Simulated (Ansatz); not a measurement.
# Ge3Rh: the cost of one run

Program: Ansatz 0.2.0. Level of theory: DFT PBE, scalar-relativistic, plane waves, PAW. These are calculated values, not measurements.

2 further runs of the same task are left out: 1 that didn't finish, 1 set aside as unsound or not needed.

## Step 1: The starting structure

It takes space group Pm-3n (No. 223, cubic). Conventional cell: a = 5.448 Å, b = 5.448 Å, c = 5.448 Å, α = 90.00°, β = 90.00°, γ = 90.00°. Ge (site symmetry -4m2) has 2 Ge at 2.72 Å and 4 Rh at 3.05 Å as nearest neighbours. Rh (site symmetry m-3) has 12 Ge at 3.05 Å as nearest neighbours.

Coordinates:

```cif
data_structure
_symmetry_space_group_name_H-M 'P 1'
_symmetry_Int_Tables_number 1
_cell_length_a 5.4481
_cell_length_b 5.4481
_cell_length_c 5.4481
_cell_angle_alpha 90.000
_cell_angle_beta 90.000
_cell_angle_gamma 90.000
_cell_volume 161.71
loop_
_atom_site_label
_atom_site_type_symbol
_atom_site_fract_x
_atom_site_fract_y
_atom_site_fract_z
_atom_site_occupancy
Ge1 Ge 0.25000 0.00000 0.50000 1
Ge2 Ge 0.50000 0.75000 0.00000 1
Ge3 Ge 0.75000 0.00000 0.50000 1
Ge4 Ge 0.50000 0.25000 0.00000 1
Ge5 Ge 0.00000 0.50000 0.75000 1
Ge6 Ge 0.00000 0.50000 0.25000 1
Rh1 Rh 0.00000 0.00000 0.00000 1
Rh2 Rh 0.50000 0.50000 0.50000 1
```

Recipe of the guess: species swapped into a database cell of Zr3Sn (Pm-3n, No. 223), with Ge on the Zr sites and Rh on the Sn sites. The dimensions are guesses.

## Step 2: Probe: one point on a coarse mesh

input.yaml reads:

```yaml
crystal:
  lattice:
    - [5.4480765, 0.0, 0.0]
    - [0.0, 5.4480765, 0.0]
    - [0.0, 0.0, 5.4480765]
  atoms:
    - { symbol: Ge, position: [0.25, 0.0, 0.5] }
    - { symbol: Ge, position: [0.5, 0.75, 0.0] }
    - { symbol: Ge, position: [0.75, 0.0, 0.5] }
    - { symbol: Ge, position: [0.5, 0.25, 0.0] }
    - { symbol: Ge, position: [0.0, 0.5, 0.75] }
    - { symbol: Ge, position: [0.0, 0.5, 0.25] }
    - { symbol: Rh, position: [0.0, 0.0, 0.0] }
    - { symbol: Rh, position: [0.5, 0.5, 0.5] }
basis:
  ecutwfc: 420
kpoints:
  mp_grid: { grid: [4, 4, 4] }
hamiltonian:
  xc: pbe
scf:
  occupations: { method: gaussian, width: 0.1 }
  lower_state_search: "off"
output:
  forces: true
  stress: true
  eigenvalues: true
```

On the command line:

```
$ ansatz run input.yaml --threads 1 --pin off --max-ram 2048MiB --backend cpu --events-out ev --progress --plain --runs-dir out
```

What time and memory should one allow on 1 thread of AMD EPYC 7R43 (Zen 3), shared host?

About 7.2 s, with a peak of 0.52 GiB.
